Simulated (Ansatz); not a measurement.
**BCl₂HO: small, medium and large basis sets**

Aim: see how fast density functionals and correlated methods converge with the basis set for BCl₂HO.

Computed with Ansatz 0.2.0, Gaussian basis. Level: one geometry, several basis sets.

Levels to be run: PBE0-D4/def2-SVP; ωB97M-V/def2-SVP; PBE0-D4/def2-QZVPP; ωB97M-V/def2-QZVPP; CCSD(T)/cc-pV(D+d)Z; CCSD(T)/cc-pV(T+d)Z; CCSD(T)/cc-pV(Q+d)Z; the functionals' def2-TZVPP values are taken from earlier runs.

**1. Structure used throughout**

An earlier PBE0-D4 in a triple-zeta def2 set relaxation fixed the geometry.

SMILES `OB(Cl)Cl`, 5 atoms, charge 0, spin multiplicity 1.

Atoms are counted from 1 here; the program's logs count them from 0.

Bond lengths: O1–B2 1.341 Å, O1–H5 0.962 Å, B2–Cl3 1.745 Å, B2–Cl4 1.762 Å. Angles: B2–O1–H5 113.4°, O1–B2–Cl3 118.8°, O1–B2–Cl4 121.4°, Cl3–B2–Cl4 119.8°.

**2. PBE0-D4 in def2-SVP**

in.yaml

```yaml
crystal:
  periodic: [false, false, false]
  atoms:
    - {symbol: O, position_ang: [0.777188, 0.657495, 0.384924]}
    - {symbol: B, position_ang: [-0.122777, -0.285650, 0.072415]}
    - {symbol: Cl, position_ang: [-0.309904, -1.655662, 1.137136]}
    - {symbol: Cl, position_ang: [-1.109941, -0.165273, -1.381706]}
    - {symbol: H, position_ang: [0.815333, 1.375391, -0.254168]}
basis:
  gaussian: {orbitals: def2-SVP}
hamiltonian: {xc: pbe0, dispersion: d4}
output: {orbitals: {seedname: orbitals}}
```

Command:

```sh
> ansatz run in.yaml --threads 2 --pin off --events-out ev --progress --plain --max-ram 22528MiB --backend cpu
```

Further steps of the session: ωB97M-V in def2-SVP; PBE0-D4 in def2-QZVPP; ωB97M-V in def2-QZVPP; CCSD(T) in cc-pV(D+d)Z; CCSD(T) in cc-pV(T+d)Z; CCSD(T) in cc-pV(Q+d)Z.

Before running them: what should the planned runs give, taken together? Wanted: MP2 correlation recovered, cc-pV(D+d)Z; MP2 correlation recovered, cc-pV(T+d)Z; MP2 correlation recovered, cc-pV(Q+d)Z; CCSD(T) limit from def2 sets; PBE0-D4: double and triple zeta above quadruple; ωB97M-V: double and triple zeta above quadruple.

The runs gave:

```
                                                                 quantity           value
                                   MP2 correlation recovered, cc-pV(D+d)Z          66.1 %
                                   MP2 correlation recovered, cc-pV(T+d)Z          86.7 %
                                   MP2 correlation recovered, cc-pV(Q+d)Z          94.5 %
CCSD(T) limit from def2 sets (earlier runs) less the limit of this series        -118 meV
                          PBE0-D4: double and triple zeta above quadruple  12.63, 0.89 eV
                          ωB97M-V: double and triple zeta above quadruple  12.54, 0.84 eV
```

**Reading.** PBE0-D4 gains 11.75 eV from double to triple zeta, then 0.89 eV more. In cc-pV(D+d)Z MP2 holds 66 % of its limit, in cc-pV(Q+d)Z 94 %, while Hartree-Fock is within 0.119 eV in the largest set. A limit from the def2 sets, made apart, differs by 118 meV, a least measure of the doubt on such a limit. These are total energies; as a rule much of such shifts cancels in differences, which this series doesn't test. The LUMO of ωB97M-V is positive and keeps falling with the basis (2.26 to 1.46 eV): an unbound level that the basis holds in place.
